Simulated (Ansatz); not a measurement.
# Pb: strong compression

Aim: compress Pb (fcc type) step by step, far beyond the usual range, and follow pressure and electronic structure. Methods of the runs shown: PAW. Its runs: cell relaxed at zero pressure (PAW); volume scaled by 1 (PAW); volume scaled by 0.88 (PAW); volume scaled by 0.78 (PAW); volume scaled by 0.68 (PAW and PAW (source ansatz)); volume scaled by 0.58 (PAW); volume scaled by 0.5 (PAW); volume scaled by 0.43 (PAW and PAW (partial_waves polarizable)).

Computed with Ansatz 0.2.0 (DFT PBE, with the methods named in each step, unless a step's input says otherwise).

**1. Starting point**

The structure is cubic, space group Fm-3m (No. 225). The conventional cell has a = 5.035 Å, b = 5.035 Å, c = 5.035 Å, α = 90.00°, β = 90.00°, γ = 90.00°. Around Pb (site symmetry m-3m) lie 12 Pb at 3.56 Å.

As a file:

```xyz
1
Lattice="0.0000 2.5176 2.5176 2.5176 0.0000 2.5176 2.5176 2.5176 0.0000" Properties=species:S:1:pos:R:3 pbc="T T T"
Pb    0.0000    0.0000    0.0000
```

Whether this phase is the stable one at these pressures isn't tested.

**2. Cell relaxed at zero pressure, PAW**

The input, input.yaml:

```yaml
crystal:
  lattice:
    - [0.0, 2.517582716, 2.517582716]
    - [2.517582716, 0.0, 2.517582716]
    - [2.517582716, 2.517582716, 0.0]
  atoms:
    - { symbol: Pb, position: [0.0, 0.0, 0.0] }
kpoints:
  mp_grid: { grid: [14, 14, 14] }
scf:
  occupations: { method: fermi_dirac, width: 0.05 }
hamiltonian:
  xc: pbe
  pseudopotentials: { kind: paw }
output:
  forces: true
  stress: true
relax:
  f_tol: 0.005
  max_steps: 40
  cell: {}
```

Launch:

```console
> ansatz run input.yaml --threads 1 --pin off --max-ram 2048MiB --backend cpu --events-out ev --progress --plain --runs-dir out
```

Further steps of the session: Volume scaled by 1, PAW; Volume scaled by 0.88, PAW; Volume scaled by 0.78, PAW; Volume scaled by 0.68, PAW; Volume scaled by 0.68, PAW (source ansatz); Volume scaled by 0.58, PAW; Volume scaled by 0.5, PAW; Volume scaled by 0.43, PAW; Volume scaled by 0.43, PAW (partial_waves polarizable).

**Question.** What will these runs give? Wanted: PAW pressure at 0.43 of the volume; PAW; fitted bulk modulus at zero pressure.

**Answer**, as computed:

| quantity | value |
| --- | --- |
| PAW pressure at 0.43 of the volume | 266.3 GPa |
| PAW (partial_waves polarizable) pressure at 0.43 of the volume | 266.3 GPa |
| fitted bulk modulus at zero pressure (PAW) | 40 GPa |
| its pressure derivative | 4.78 |

What this shows: By PAW the pressure climbs to 266 GPa at 0.43 of the first volume. One third-order Birch-Murnaghan curve follows these points (B₀ = 40 GPa, B′ = 4.78, misfit at most 0.09 GPa). A fit over so wide a range leans to the high pressures, so B₀ can be off by several per cent. No all-electron run checks these rows here, and frozen cores can fail under such compression. The ions are at rest, and the electrons smeared by 0.05 eV. Spin-orbit coupling is left out, though the cell holds Pb; in elements this heavy it can shift bands and gaps by tenths of an eV.
